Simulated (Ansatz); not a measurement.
A nudged elastic band was laid between two geometries of a periodic cell of 17 atoms, W16N (host W, host structure bcc, interstitial N).

Level of theory: DFT PBEsol, scalar-relativistic, plane waves, PAW (Ansatz 0.2.0). Settings: cutoff 420 eV, k mesh 3x3x3, fermi-dirac smearing 0.1 eV, no spin polarisation.

```yaml
movable_images: 5
climbing_image: yes
spring: 5.0 eV/Å²
optimiser: quadratic models (default)
start_path: straight line
force_threshold: 0.05 eV/Å
iteration_limit: 23
end_points: relaxed
```

First end point:

```xyz
17
Lattice="6.3200 0.0000 0.0000 0.0000 6.3200 0.0000 0.0000 0.0000 6.3200" Properties=species:S:1:pos:R:3
W 0.000 0.048 0.001
W 3.154 0.048 0.001
W 0.000 3.202 0.001
W -0.059 -0.010 3.161
W 1.577 1.625 1.867
W 3.154 3.202 0.001
W 3.212 -0.010 3.161
W 4.737 1.625 1.591
W -0.058 3.260 3.161
W 1.577 4.785 1.591
W 1.577 1.625 4.454
W 3.212 3.260 3.161
W 4.737 4.785 1.546
W 4.737 1.625 4.730
W 1.577 4.785 4.730
W 4.737 4.785 4.776
N 1.577 1.625 0.001
```

Last end point:

```xyz
17
Lattice="6.3200 0.0000 0.0000 0.0000 6.3200 0.0000 0.0000 0.0000 6.3200" Properties=species:S:1:pos:R:3
W -0.011 -0.003 -0.041
W 3.169 -0.003 -0.041
W -0.288 3.157 -0.041
W 0.033 -0.002 3.120
W 1.579 1.580 1.536
W 3.446 3.158 -0.041
W 3.125 -0.002 3.120
W 4.739 1.521 1.594
W -0.012 3.157 3.119
W 1.579 4.736 1.537
W 1.579 1.581 4.703
W 3.170 3.157 3.119
W 4.739 4.793 1.594
W 4.739 1.522 4.643
W 1.579 4.732 4.702
W 4.739 4.793 4.643
N 1.579 3.158 -0.039
```

Task: What changes between the two ends?

Result: The atom that moves furthest is N17, by 1.53 Å; four of its nearest neighbours are W11 1.87, W5 1.87, W2 2.23, W6 2.23 Å at the first end and W6 1.87, W3 1.87, W5 2.23, W15 2.23 Å at the last.

Task: What energy profile does the band end with?

Result: It converged. The highest image is number 3 of 0 to 6, 0.57 eV above the ends, which have the same energy within 2 meV. The order of the point at the top wasn't checked. Limits of this set-up: coarse k mesh, odd electron count without spin, a small cell, in which the defect meets its images, a typed lattice constant that wasn't relaxed here.

| image | path coordinate (Å) | energy (eV) | W1–N17 (Å) | W2–N17 (Å) | W10–N17 (Å) |
| --- | --- | --- | --- | --- | --- |
| 0 | 0.00 | 0.00 | 2.23 | 2.23 | 3.54 |
| 1 | 0.29 | 0.23 | 2.45 | 2.45 | 3.31 |
| 2 | 0.57 | 0.51 | 2.67 | 2.67 | 3.09 |
| 3 | 0.86 | 0.57 | 2.88 | 2.88 | 2.88 |
| 4 | 1.14 | 0.51 | 3.09 | 3.09 | 2.67 |
| 5 | 1.43 | 0.23 | 3.31 | 3.31 | 2.44 |
| 6 | 1.71 | 0.00 | 3.54 | 3.54 | 2.23 |

Task: What is the geometry of the highest image?

Result: 
```xyz
17
Lattice="6.3200 0.0000 0.0000 0.0000 6.3200 0.0000 0.0000 0.0000 6.3200" Properties=species:S:1:pos:R:3
W -0.008 -0.009 -0.020
W 3.164 -0.009 -0.020
W -0.153 3.223 -0.020
W -0.022 -0.026 3.140
W 1.578 1.559 1.711
W 3.309 3.223 -0.020
W 3.178 -0.026 3.140
W 4.738 1.597 1.579
W -0.021 3.186 3.140
W 1.578 4.792 1.566
W 1.578 1.560 4.569
W 3.177 3.186 3.140
W 4.738 4.808 1.580
W 4.738 1.597 4.701
W 1.578 4.792 4.714
W 4.738 4.809 4.700
N 1.578 2.391 -0.020
```

Time of the run: 9.4 min on 4 threads of AMD EPYC 7R13 Processor (Zen 3) (shared host), peak memory 2.6 GiB.
